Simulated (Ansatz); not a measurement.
# CH₅SSn radical: up Jacob's ladder to CCSD(T)

One table from this session's results is given with a row withheld; the runs are named, their logs left out.

The runs use Ansatz 0.2.0, Gaussian basis; functionals in def2-TZVPP, the program's frozen cores in correlated methods.

Levels to be run: LDA (SPW92), PBE-D4, revPBE-D4, BLYP-D4, r2SCAN-D4, B97M-V, PBE0-D4, B3LYP-D4, r2SCANh-D4, r2SCAN0-D4, HSE06-D4, BHLYP-D4, CAM-B3LYP-D4, LC-ωPBE, ωB97X-V, ωB97M-V, B2PLYP, PBE-QIDH; CCSD(T)/def2-SVP; CCSD(T)/def2-TZVPP; MP2/def2-QZVPP; extrapolation to the limit; RPA on PBE.

### The relaxed structure

All runs share one geometry, relaxed beforehand with PBE0-D4 in a triple-zeta def2 set. Sn takes the def2 core potential; no spin-orbit term is included.

SMILES `[CH3][SnH][SH]`, 8 atoms, charge 0, spin multiplicity 2.

Atoms are counted from 1 here; the program's logs count them from 0.

Bond lengths: C1–Sn2 2.163 Å, C1–H4 1.089 Å, C1–H5 1.091 Å, C1–H6 1.090 Å, Sn2–S3 2.422 Å, Sn2–H7 1.730 Å, S3–H8 1.343 Å. Angles: Sn2–C1–H4 109.9°, Sn2–C1–H5 107.7°, Sn2–C1–H6 109.6°, H4–C1–H5 109.9°, H4–C1–H6 109.7°, H5–C1–H6 110.0°, C1–Sn2–S3 107.5°, C1–Sn2–H7 110.4°, S3–Sn2–H7 102.4°, Sn2–S3–H8 93.7°.

Set-up of the first run:

in.yaml

```yaml
crystal:
  periodic: [false, false, false]
  atoms:
    - {symbol: C, position_ang: [-0.719276, 0.879890, -0.461587]}
    - {symbol: Sn, position_ang: [1.192822, -0.087183, -0.164169]}
    - {symbol: S, position_ang: [0.858427, -1.894172, 1.413768]}
    - {symbol: H, position_ang: [-1.045325, 1.349667, 0.465221]}
    - {symbol: H, position_ang: [-1.435807, 0.113499, -0.760904]}
    - {symbol: H, position_ang: [-0.629773, 1.633323, -1.244039]}
    - {symbol: H, position_ang: [1.671737, -0.930301, -1.596880]}
    - {symbol: H, position_ang: [0.199295, -1.121825, 2.292790]}
basis:
  gaussian: {orbitals: def2-TZVPP}
magnetization: {spin_polarized: true, initial_magnetization: 1}
hamiltonian: {xc: lda}
output: {orbitals: {seedname: orbitals}}
```

Among the steps run: LDA; PBE-D4 (GGA); revPBE-D4 (GGA); BLYP-D4 (GGA); r2SCAN-D4 (meta-GGA); B97M-V (meta-GGA); PBE0-D4 (hybrid); B3LYP-D4 (hybrid); r2SCANh-D4 (hybrid); r2SCAN0-D4 (hybrid); HSE06-D4 (hybrid); BHLYP-D4 (hybrid); CAM-B3LYP-D4 (range-separated); LC-ωPBE-D4 (range-separated; the results give it without D4); ωB97X-V (range-separated); ωB97M-V (range-separated); B2PLYP (double hybrid); PBE-QIDH (double hybrid).

One table of the session follows, with a row left open; its other results are not shown here.

It belongs to the step «Orbital energies across the functionals». 

| functional | HOMO (eV) | LUMO (eV) | gap (eV) |
| --- | --- | --- | --- |
| LDA (SPW92) | -4.83 | -4.18 | 0.65 |
| PBE-D4 | -4.78 | -3.88 | 0.90 |
| revPBE-D4 | -4.75 | -3.76 | 0.99 |
| BLYP-D4 | -4.60 | -3.88 | 0.72 |
| r2SCAN-D4 | -5.11 | -3.60 | 1.52 |
| B97M-V | -4.96 | -4.01 | 0.95 |
| PBE0-D4 | -5.82 | -3.07 | 2.75 |
| B3LYP-D4 | -5.58 | -3.43 | 2.16 |
| r2SCANh-D4 | -5.49 | -3.30 | 2.19 |
| r2SCAN0-D4 | -6.07 | -2.87 | 3.20 |
| HSE06-D4 | -5.44 | -3.44 | 2.00 |
| BHLYP-D4 | -6.70 | -2.33 | 4.37 |
| CAM-B3LYP-D4 | ? | ? | ? |
| LC-ωPBE | -8.34 | -0.91 | 7.43 |
| ωB97X-V | -7.90 | -1.28 | 6.61 |
| ωB97M-V | -7.80 | -1.39 | 6.40 |

**Question.** Estimate the row for CAM-B3LYP-D4.

As computed: HOMO (eV): -7.01; LUMO (eV): -2.23; gap (eV): 4.78. In the column «HOMO (eV)» it lies between ωB97M-V (-7.80) and BHLYP-D4 (-6.70).
